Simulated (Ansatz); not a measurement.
**SiAsH₂+ (triplet): wave-function methods side by side, cc-pVTZ**

An exercise on one series of results from a longer session: the logs are not shown, and one member is left open.

Computed with Ansatz 0.2.0, Gaussian basis. Level: cc-pVTZ, core rule «outside noble gas», up to 19 orbitals frozen.

The runs, in order: UHF; CCSD(T) on ROHF; CCSD(T) on UHF; BCCD(T) on ROHF; CCSDT(Q) on ROHF; CCSDT(Q) on UHF; CASSCF and MRCISD+Q, 10 electrons in 10 orbitals; CASSCF and NEVPT2, 10 electrons in 10 orbitals.

5 further runs of the same task are left out: 5 set aside as unsound or not needed. Runs told in other sessions of the task aren't counted.

### The geometry

The geometry is a PBE0/def2-TZVP stationary point (not a proven minimum) of the parent state, kept for this charge and spin. No spin-orbit coupling is included. The filled d shell of As may be among the frozen orbitals whatever the setting's name suggests.

4 atoms, charge 1, spin multiplicity 3.

Atoms are counted from 1 here; the program's logs count them from 0.

Bond lengths: Si1–As2 2.163 Å, Si1–H3 1.486 Å, Si1–H4 1.486 Å. Angles: As2–Si1–H3 124.4°, As2–Si1–H4 124.4°, H3–Si1–H4 111.2°.

The first run:

in.yaml

```yaml
crystal:
  periodic: [false, false, false]
  atoms:
    - {symbol: Si, position_ang: [0.000000, 0.000000, 1.527212]}
    - {symbol: As, position_ang: [0.000000, 0.000000, -0.636167]}
    - {symbol: H, position_ang: [0.000000, 1.225885, 2.366293]}
    - {symbol: H, position_ang: [0.000000, -1.225885, 2.366293]}
basis:
  gaussian: {orbitals: cc-pVTZ}
total_charge: 1
magnetization: {spin_polarized: true, initial_magnetization: 2}
hamiltonian: {xc: hf}
output: {orbitals: {seedname: orbitals}}
```

Started as:

```sh
ansatz run in.yaml --threads 1 --pin off --events-out ev --progress --plain --max-ram 4096MiB --backend cpu
```

Steps of the session up to this table: UHF; CCSD(T) on ROHF; CCSD(T) on UHF; BCCD(T) on ROHF; CCSDT(Q) on ROHF; CCSDT(Q) on UHF; CASSCF and MRCISD+Q, 10 electrons in 10 orbitals; CASSCF and NEVPT2, 10 electrons in 10 orbitals.

One of the session's tables, all rows but one given; the rest of the session is left out.

```
          method  from UCCSDT(Q) (meV)
            ROHF               +6260.7
             UHF               +6122.4
            RMP2               +1200.5
            UMP2               +1231.9
           RCCSD                +279.7
           UCCSD                +268.2
        RCCSD(T)                 +54.9
        UCCSD(T)                 +48.6
         BCCD(T)                 +54.6
          RCCSDT                 +17.3
          UCCSDT                  +9.7
       RCCSDT(Q)                     ?
       UCCSDT(Q)                     0
  CASSCF valence               +4510.0
  NEVPT2 valence               +1177.8
  MRCISD valence                +396.0
MRCISD+Q valence                 +66.5
```

Q: Estimate the row for RCCSDT(Q) from the others.

As computed: from UCCSDT(Q) (meV): +7.9. In the column «from UCCSDT(Q) (meV)» it lies between UCCSDT(Q) (0) and UCCSDT (+9.7).

Caveats from the session: Restricted and unrestricted rows rest on different reference determinants; a gap between their highest levels can come from leftover correlation error, from unlike frozen cores or from another state.
